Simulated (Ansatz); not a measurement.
**HfB2: how the settings move a single-point run**

Question: which choices in the input matter for HfB2?

Method: reference: DFT, PBEsol, all-electron LAPW, scalar-relativistic; levels and slopes on a fine mesh, independent-particle optical spectra, in Ansatz 0.2.0.

**1. The system as given**

Symmetry: P6/mmm, No. 191, hexagonal system. Conventional cell: a = 3.127 Å, b = 3.127 Å, c = 3.449 Å, α = 90.00°, β = 90.00°, γ = 120.00°. Hf (site symmetry 6/mmm) has 12 B at 2.50 Å in its first shell of neighbours. B (site symmetry -6m2) is surrounded by 3 B at 1.81 Å and 6 Hf at 2.50 Å.

As a file:

```
Hf B
1.0
     3.12665    0.00000    0.00000
    -1.56333    2.70776    0.00000
     0.00000    0.00000    3.44925
Hf B
1 2
Direct
  0.00000 0.00000 0.00000
  0.33333 0.66667 0.50000
  0.66667 0.33333 0.50000
```

**2. Baseline**

The input, input.yaml:

```yaml
crystal:
  lattice:
    - [3.12665114734, 0.0, 0.0]
    - [-1.56332557367, 2.70775932237, 0.0]
    - [0.0, 0.0, 3.449254796]
  atoms:
    - { symbol: Hf, position: [0.0, 0.0, 0.0] }
    - { symbol: B, position: [0.333333333333, 0.666666666667, 0.5] }
    - { symbol: B, position: [0.666666666667, 0.333333333333, 0.5] }
kpoints:
  mp_grid: { grid: [12, 12, 8] }
scf:
  occupations: { method: fermi_dirac, width: 0.1 }
hamiltonian:
  xc: pbesol
  pseudopotentials: { kind: all_electron, lapw: { basis_error: 0.001 } }
output:
  forces: true
  stress: true
  eigenvalues: true
  eigenstates:
    nscf_kmesh: { grid: [16, 16, 14] }
    de_dk: true
    e_range: [-14, 14]
  optics:
    e_range: [0, 30]
    de: 0.2
    sigma: 0.2
    bands: { spectra_wanted_up_to: 30 }
    nscf_kmesh: { grid: [16, 16, 14] }
    drude_damping: 0.03
checkpoint:
  write: ck
  write_wavefunctions: false
```

The run is started by

```
$ ansatz run input.yaml --threads 2 --pin off --max-ram 6144MiB --backend cpu --events-out ev --progress --plain --runs-dir out
```

Excerpt of the output:

```text
[...]
Basis set: ecut = 289.8033861364536 eV, 339 PW (Γ), exchange–correlation at level 2
[...]
k-points: 95 of 1152
[...]
SCF iter   1: F=—  HF=-411477.396947 eV  |F-HF|=—  |Δ(HF+E_count)|=         —  Δρ=7.60e-2  dr2=3.15e0  ethr=6.05e-3  ⟨swp⟩=2.0  Hψ=18925  notcnv=0
preconditioner: auto → Kerker (q_TF=auto, 3.004 Å⁻¹)  [metal: Δε(μ)=0.098 eV  Ē_g=17.628 eV  σ=0.100 eV  W_gap=0.24  n_scr=20 (ndim 8)  ℏωp=37.6 eV  f_vac=0.000  D(μ)=0.22/eV (n_scr^D=0)]
SCF iter   2: F=—  HF=-411476.384373 eV  |F-HF|=—  |Δ(HF+E_count)|=    1.01e0  Δρ=3.91e-2  dr2=8.53e-1  ethr=6.05e-3  ⟨swp⟩=2.5  Hψ=8667  notcnv=0
[...]
SCF iter  10: F=—  HF=-411476.077176 eV  |F-HF|=—  |Δ(HF+E_count)|=   1.11e-9  Δρ=4.56e-7  dr2=9.18e-11  ethr=1.19e-11  ⟨swp⟩=2.6  Hψ=8739  notcnv=0
SCF iter  11: F=-411476.077176 eV  HF=-411476.077176 eV  |F-HF|=5.82e-11  |Δ(HF+E_count)|=  5.82e-10  Δρ=8.39e-8  dr2=1.77e-12  ethr=7.34e-12 (applied; sched 1.00e-12)  ⟨swp⟩=2.0  Hψ=8664  notcnv=0
[...]
SCF converged after 11 iterations
Free energy (F): -411476.077176 eV
[...]
E sigma→0 (E₀):  -411476.074046 eV
[...]
Fermi energy:    21.134589 eV
[...]
  P = ⅓ Tr σ = 0.0161 GPa (0.161 kbar)
[...]
```

Wall time 2.1 min (2 threads of Arm Neoverse V1, shared host); peak memory 0.59 GiB.

**3. Changing settings: lower_state_search full**

input.yaml, as its differences from that of step 2:

```diff
@@ -13,2 +13,3 @@
   occupations: { method: fermi_dirac, width: 0.1 }
+  lower_state_search: full
 hamiltonian:
```

The run is started by

```
$ ansatz run input.yaml --threads 2 --pin off --max-ram 6144MiB --backend cpu --events-out ev --progress --plain --runs-dir out
```

The program printed:

```text
LAPW: plane waves up to 8.721 Å⁻¹, error target 1.0e-3 eV per atom; small_component_spin mean_spin; B in spheres of 0.903 Å, 5 of its electrons in bands, Dirac shells []; Hf in spheres of 1.393 Å, 42 of its electrons in bands, Dirac shells [] (how accurate: hamiltonian.pseudopotentials.lapw.basis_error, Limitations)
the run goes by scf.lower_state_search full: where its kind and settings allow, a search for a lower-energy state can add stability tests and further SCF calculations, which can take many times as long as the SCF (see the manual's entry of the key); standard usually adds fewer, off none
Engine: ansatz 0.2.0
Pseudopotentials: kind: all_electron
Pseudopotential: Hf, LAPW, valence charge 42, lapw/all_electron/scalar/gaussian/Hf, Koelling and Harmon's equation, gaussian nucleus
Pseudopotential: B, LAPW, valence charge 5, lapw/all_electron/scalar/gaussian/B, Koelling and Harmon's equation, gaussian nucleus
Functional definition: PBEsol
  exchange = pbesol_x
  correlation = pbesol_c
Crystal: 3 atoms, lattice volume = 29.202 Å³
Basis set: ecut = 289.8033861364536 eV, 339 PW (Γ), exchange–correlation at level 2
Bands: 32, of which v1, the nominal top of the filled ones, is band 26 counted from 1 (25 counted from 0)
Symmetry: 24 space group operations
Space group: P6/mmm (ITA 191), of the structure as read, at distance tolerance 3.1e-5 Å
k-points: 95 of 1152
Non-local potential: Hf, projectors of the file, none
Non-local potential: B, projectors of the file, none
Initial density: superposition of atomic densities (chi_scale 0.1, normalization cell, long waves kept (reshape's long-wave potential 0.00 eV rms))
Initial wavefunctions: plane waves of lowest kinetic energy (no species holds an atomic orbital)
Functional: x = pbesol(κ = 0.804, μ = 0.12345679012345678), c = pbesol(β = 0.046)
iter 1 solved again at ethr=6.05e-3 eV; its pass at ethr=1.00e-1 eV (dr2=3.15e0 eV) is discarded
SCF iter   1: F=—  HF=-411477.396947 eV  |F-HF|=—  |Δ(HF+E_count)|=         —  Δρ=7.60e-2  dr2=3.15e0  ethr=6.05e-3  ⟨swp⟩=2.0  Hψ=18925  notcnv=0
preconditioner: auto → Kerker (q_TF=auto, 3.004 Å⁻¹)  [metal: Δε(μ)=0.098 eV  Ē_g=17.628 eV  σ=0.100 eV  W_gap=0.24  n_scr=20 (ndim 8)  ℏωp=37.6 eV  f_vac=0.000  D(μ)=0.22/eV (n_scr^D=0)]
SCF iter   2: F=—  HF=-411476.384373 eV  |F-HF|=—  |Δ(HF+E_count)|=    1.01e0  Δρ=3.91e-2  dr2=8.53e-1  ethr=6.05e-3  ⟨swp⟩=2.5  Hψ=8667  notcnv=0
preconditioner: auto → Resta (q_TF=auto, 3.004 Å⁻¹)  ε∞=5.0  [insulator: Δε(μ)=0.243 eV  Ē_g=18.839 eV  σ=0.100 eV  W_gap=0.54  n_scr=20 (ndim 8)  ℏωp=37.6 eV  f_vac=0.000  D(μ)=0.18/eV (n_scr^D=0)  ε∞_Penn≈5.0]
SCF iter   3: F=—  HF=-411476.183454 eV  |F-HF|=—  |Δ(HF+E_count)|=   2.01e-1  Δρ=1.85e-2  dr2=1.93e-1  ethr=1.64e-3  ⟨swp⟩=2.6  Hψ=8828  notcnv=0
SCF iter   4: F=—  HF=-411476.084973 eV  |F-HF|=—  |Δ(HF+E_count)|=         —  Δρ=8.01e-3  dr2=3.20e-2  ethr=3.72e-4  ⟨swp⟩=2.2  Hψ=9113  notcnv=0
the basis was enlarged: its passes take 200.3 KiB over the memory plan, 2 of 2 planned eigensolver slots
iter 5 solved again at ethr=5.59e-6 eV; its pass at ethr=6.16e-5 eV (dr2=2.91e-3 eV) is discarded
SCF iter   5: F=—  HF=-411476.077650 eV  |F-HF|=—  |Δ(HF+E_count)|=   7.32e-3  Δρ=2.50e-3  dr2=2.90e-3  ethr=5.59e-6  ⟨swp⟩=2.0  Hψ=14875  notcnv=0
SCF iter   6: F=—  HF=-411476.077189 eV  |F-HF|=—  |Δ(HF+E_count)|=   4.60e-4  Δρ=7.14e-4  dr2=2.28e-4  ethr=5.58e-6  ⟨swp⟩=2.0  Hψ=8666  notcnv=0
SCF iter   7: F=—  HF=-411476.077176 eV  |F-HF|=—  |Δ(HF+E_count)|=   1.29e-5  Δρ=9.91e-5  dr2=3.10e-6  ethr=4.38e-7  ⟨swp⟩=2.0  Hψ=8666  notcnv=0
SCF iter   8: F=—  HF=-411476.077176 eV  |F-HF|=—  |Δ(HF+E_count)|=   9.34e-7  Δρ=1.88e-5  dr2=9.66e-8  ethr=5.97e-9  ⟨swp⟩=3.0  Hψ=8972  notcnv=0
SCF iter   9: F=—  HF=-411476.077176 eV  |F-HF|=—  |Δ(HF+E_count)|=   4.48e-9  Δρ=4.64e-6  dr2=6.17e-9  ethr=1.86e-10  ⟨swp⟩=2.0  Hψ=8664  notcnv=0
SCF iter  10: F=—  HF=-411476.077176 eV  |F-HF|=—  |Δ(HF+E_count)|=   1.11e-9  Δρ=4.56e-7  dr2=9.18e-11  ethr=1.19e-11  ⟨swp⟩=2.6  Hψ=8739  notcnv=0
SCF iter  11: F=-411476.077176 eV  HF=-411476.077176 eV  |F-HF|=5.82e-11  |Δ(HF+E_count)|=  5.82e-10  Δρ=8.39e-8  dr2=1.77e-12  ethr=7.34e-12 (applied; sched 1.00e-12)  ⟨swp⟩=2.0  Hψ=8664  notcnv=0
SCF 1 converged in 11 iterations: F = -411476.077176 eV  dr2 = 1.77e-12
NSCF: frozen V_eff on 240 k-points
the basis was enlarged: its passes take 9.9 MiB over the memory plan, 2 of 2 planned eigensolver slots
NSCF: frozen V_eff on 240 k-points
Symmetry: 1 space group operations
k-points: 580 of 1152 (time reversal used)
Initial density: read from a saved state, or passed on in memory by an earlier SCF of this step, an earlier step, the calling program or the single point that the run made first
iter 1 solved again at ethr=5.11e-9 eV; its pass at ethr=1.00e-1 eV (dr2=2.66e-6 eV) is discarded
SCF iter   1: F=—  HF=-411476.077176 eV  |F-HF|=—  |Δ(HF+E_count)|=         —  Δρ=9.50e-8  dr2=2.69e-12  ethr=5.11e-9  ⟨swp⟩=6.2  Hψ=168698  notcnv=0
the basis was enlarged: its passes take 200.3 KiB over the memory plan, 2 of 2 planned eigensolver slots
preconditioner: auto → Kerker (q_TF=auto, 3.004 Å⁻¹)  [metal: Δε(μ)=0.225 eV  Ē_g=18.755 eV  σ=0.100 eV  W_gap=0.45  n_scr=20 (ndim 8)  ℏωp=37.6 eV  f_vac=0.000  D(μ)=0.17/eV (n_scr^D=0)]
SCF iter   2: F=-411476.077176 eV  HF=-411476.077176 eV  |F-HF|=2.91e-10  |Δ(HF+E_count)|=   6.46e-9  Δρ=4.42e-8  dr2=5.95e-13  ethr=8.98e-12 (applied; sched 1.00e-12)  ⟨swp⟩=4.0  Hψ=63631  notcnv=0
SCF 2 converged in 2 iterations: F = -411476.077176 eV  dr2 = 5.95e-13
an SCF from the run's close, with 23 of the crystal's symmetry operations given up (580 k-points in place of 95), reached no lower state that the run goes on to. This is no proof of a minimum
SCF converged after 11 iterations
Free energy (F): -411476.077176 eV
Harris-Foulkes:  -411476.077176 eV  (|F-HF|=5.82e-11)
Internal energy: -411476.070916 eV  (E = F + TS)
E sigma→0 (E₀):  -411476.074046 eV
Entropy (-TS):   -0.006260 eV (-2.087 meV/atom)
Fermi energy:    21.134589 eV
--- Per-component energies (eV) ---
  E_band       = -4361.404196
  E_kinetic    = 457643.604957
  E_xc         = -8509.519275
  E_electrostatic = -860610.156598  (all electrons and nuclei)
  E_smearing   = -0.006260  (= −TS)
  E_closure    = 0.000000  (closes the sum)
  E_atoms      = -411450.748255  (free atoms, spherical and without spin; not in F)
  Σ components = -411476.077176   (vs F -411476.077176, Δ=0.00e0)
  Basis errors (estimates in eV, not in F): energy 4.4e-4 per atom: plane waves 3.9e-4 (2.0e-4 summed), levels above the bands 9.7e-26, relativity 2.1e-8, radial functions 5.0e-5, core shells 6.5e-8; eigenvalues (radial functions only) 3.9e-6; not estimated: angular momenta, meshes, grids; target (lapw.basis_error) 1.0e-3; muffin-tin radii B 0.903 Å, Hf 1.393 Å
--- Forces (eV/Å), atoms counted from 1 ---
  atom   1  Hf     0.00000000     0.00000000     0.00000000
  atom   2  B      0.00000000    -0.00000000    -0.00000000
  atom   3  B      0.00000000     0.00000000     0.00000000
  max |Σ_I F_I| component: 5.55e-17 eV/Å
--- Stress (GPa, compression-positive) ---
       -0.017632       0.000000      -0.000000
        0.000000      -0.017632      -0.000000
       -0.000000      -0.000000       0.083488
  P = ⅓ Tr σ = 0.0161 GPa (0.161 kbar)
--- Band table (eV; the first three rows and the last of 95) ---
  k-point 0: bands = ["-351.6975", "-351.6702", "-351.6702", "-179.7700", "-179.7653", "-179.7653", "-179.7424", "-179.7424", "-151.2068", "-151.1951", "-40.5251", "-9.4101", "-8.9103", "-8.9103", "7.3354", "9.4961", "9.5116", "9.5291", "9.5291", "9.5318", "9.5318", "9.6274", "18.0727", "18.1719", "18.1719", "18.4905", "25.1949", "25.1949", "25.9073", "25.9073", "26.2102", "26.2102"]
  k-point 1: bands = ["-351.6975", "-351.6702", "-351.6702", "-179.7700", "-179.7653", "-179.7653", "-179.7424", "-179.7424", "-151.2068", "-151.1951", "-40.5239", "-9.4563", "-8.9069", "-8.9069", "7.5907", "9.4935", "9.5115", "9.5282", "9.5282", "9.5325", "9.5325", "9.6274", "16.6590", "18.3374", "18.3374", "19.8217", "23.8144", "23.8144", "25.3721", "25.3721", "26.3156", "27.9815"]
  k-point 2: bands = ["-351.6975", "-351.6702", "-351.6702", "-179.7700", "-179.7653", "-179.7653", "-179.7424", "-179.7424", "-151.2068", "-151.1951", "-40.5210", "-9.5657", "-8.8987", "-8.8987", "8.2948", "9.4902", "9.5114", "9.5198", "9.5198", "9.5410", "9.5410", "9.6274", "15.0114", "18.8160", "18.8160", "21.3282", "22.4870", "22.4870", "24.1426", "24.1426", "26.3178", "28.8409"]
  k-point 94: bands = ["-351.6975", "-351.6702", "-351.6702", "-179.7700", "-179.7653", "-179.7653", "-179.7424", "-179.7424", "-151.2010", "-151.2010", "-40.4584", "-9.5049", "-9.4297", "-9.4297", "9.5040", "9.5040", "9.5241", "9.5266", "9.5266", "9.5423", "9.6004", "12.0020", "12.0020", "15.6526", "17.9670", "17.9670", "25.7210", "26.6173", "28.2513", "28.2513", "28.6446", "28.6446"]
--- Fermi surface from the table of eigenstates, both spin states counted (twice the sheets' area in a run without spin) ---
  How far the three rows differ hints at the mesh's error and does not bound it.
  reading                E - E_F (eV)   area (Å⁻²)  resistivity times mean free path along x, y, z (Ω·m²), under one mean free path over the surface
  by tetrahedra                0.1639       12.562  2.3488e-15  2.3488e-15  2.6235e-15
  by the states' slopes        0.0227       13.777  2.2083e-15  2.2083e-15  2.2409e-15
  on every second point        0.2621        4.839  5.7952e-15  5.7952e-15  7.7050e-15
```

It took 8.4 min on 2 threads of Arm Neoverse V1, shared host; peak memory 1.6 GiB.

The changed input (search for lower states) leaves the energy the same to the digits printed.

**4. Comparison**

```
                       run     ending  energy change  pressure (GPa)  gap (eV)  force (eV/Å)  cycles     time
                 reference  converged              0             0.0      0.00          0.00       -  2.1 min
1: lower_state_search full  converged   0.0 meV/atom             0.0      0.00          0.00      11  8.4 min
```

Residual by cycle in the longest SCF loop of each run; runs are numbered as in the table. The quantity is the density residual dr2, in eV.

```
cycle  reference    run 1
    1       3.15     3.15
    2      0.853    0.853
    3      0.193    0.193
    4      0.032    0.032
    5     0.0029   0.0029
    6     2.3e-4   2.3e-4
    7     3.1e-6   3.1e-6
    8     9.7e-8   9.7e-8
    9     6.2e-9   6.2e-9
   10    9.2e-11  9.2e-11
   11    1.8e-12  1.8e-12
```

**Reading.** The changed input (search for lower states) leaves the energy the same to the digits printed.
